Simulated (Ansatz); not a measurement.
# Mg3ZnTe4: the cost of one run

Computed with Ansatz 0.2.0 (DFT PBE, scalar-relativistic, plane waves, PAW, unless a step names another level, unless a step's input says otherwise).

## Step 1: The system as given

The structure is trigonal, space group P3m1 (No. 156). The conventional cell has a = 4.538 Å, b = 4.538 Å, c = 14.911 Å, α = 90.00°, β = 90.00°, γ = 120.00°. Around Mg (site symmetry 3m) lie 4 Te at 2.80 to 2.83 Å. Mg (site symmetry 3m) is surrounded by 4 Te at 2.79 to 2.82 Å. Mg (site symmetry 3m) has 4 Te at 2.80 to 2.82 Å in its first shell of neighbours. Around Zn (site symmetry 3m) lie 4 Te at 2.69 to 2.75 Å. Around Te (site symmetry 3m) lie 3 Zn at 2.75 Å and 1 Mg at 2.83 Å. Te (site symmetry 3m) is surrounded by 4 Mg at 2.80 to 2.82 Å. Te (site symmetry 3m) has 1 Zn at 2.69 Å and 3 Mg at 2.79 Å in its first shell of neighbours.

Structure file:

```cif
data_structure
_symmetry_space_group_name_H-M 'P3m1'
_symmetry_Int_Tables_number 156
_cell_length_a 4.5375
_cell_length_b 4.5375
_cell_length_c 14.9108
_cell_angle_alpha 90.000
_cell_angle_beta 90.000
_cell_angle_gamma 120.000
_cell_volume 265.87
loop_
_atom_site_label
_atom_site_type_symbol
_atom_site_symmetry_multiplicity
_atom_site_Wyckoff_symbol
_atom_site_fract_x
_atom_site_fract_y
_atom_site_fract_z
_atom_site_occupancy
Mg1 Mg 1 c 0.66667 0.33333 0.00492 1
Mg2 Mg 1 c 0.66667 0.33333 0.49544 1
Mg3 Mg 1 a 0.00000 0.00000 0.75029 1
Zn1 Zn 1 a 0.00000 0.00000 0.25038 1
Te1 Te 1 c 0.66667 0.33333 0.19475 1
Te2 Te 1 c 0.66667 0.33333 0.68450 1
Te3 Te 1 a 0.00000 0.00000 0.43050 1
Te4 Te 1 a 0.00000 0.00000 0.93922 1
```

It is the end of an earlier relaxation with the same method, from a generated guess; it is a trial structure. At a tolerance of 0.02 Å it has space group P3m1 (No. 156); it has 33.23 Å³/atom, an uncorrected energy of -0.76 eV/atom over the elements and, on its mesh, gap 1.48 eV.

## Step 2: Elastic constants, atoms relaxed

Contents of input.yaml:

```yaml
crystal:
  lattice:
    - [4.5378492471, 0.0, 0.0]
    - [-2.2689246235, 3.9298927265, 0.0]
    - [0.0, 0.0, 14.9116377407]
  atoms:
    - { symbol: Mg, position: [0.6666666667, 0.3333333333, 0.0048902425] }
    - { symbol: Mg, position: [0.6666666667, 0.3333333333, 0.4954618552] }
    - { symbol: Mg, position: [0.0, 0.0, 0.7502818555] }
    - { symbol: Zn, position: [0.0, 0.0, 0.2503922527] }
    - { symbol: Te, position: [0.6666666667, 0.3333333333, 0.1947306762] }
    - { symbol: Te, position: [0.6666666667, 0.3333333333, 0.6845123877] }
    - { symbol: Te, position: [0.0, 0.0, 0.4305158415] }
    - { symbol: Te, position: [0.0, 0.0, 0.9392148886] }
basis:
  ecutwfc: 420
kpoints:
  mp_grid: { grid: [6, 6, 2] }
hamiltonian:
  xc: pbe
scf:
  occupations: { method: fixed }
output:
  forces: true
  stress: true
  eigenvalues: true
  polarization: {}
elastic:
  mode: relaxed_ion
  stencil: two_point
```

Command:

```sh
$ ansatz run input.yaml --threads 4 --pin off --max-ram 8192MiB --backend cpu --events-out ev --progress --plain --runs-dir out
```

What time and memory should one allow on 4 threads of Arm Neoverse V2, shared host?

About 8.3 min, with a peak of 0.96 GiB.
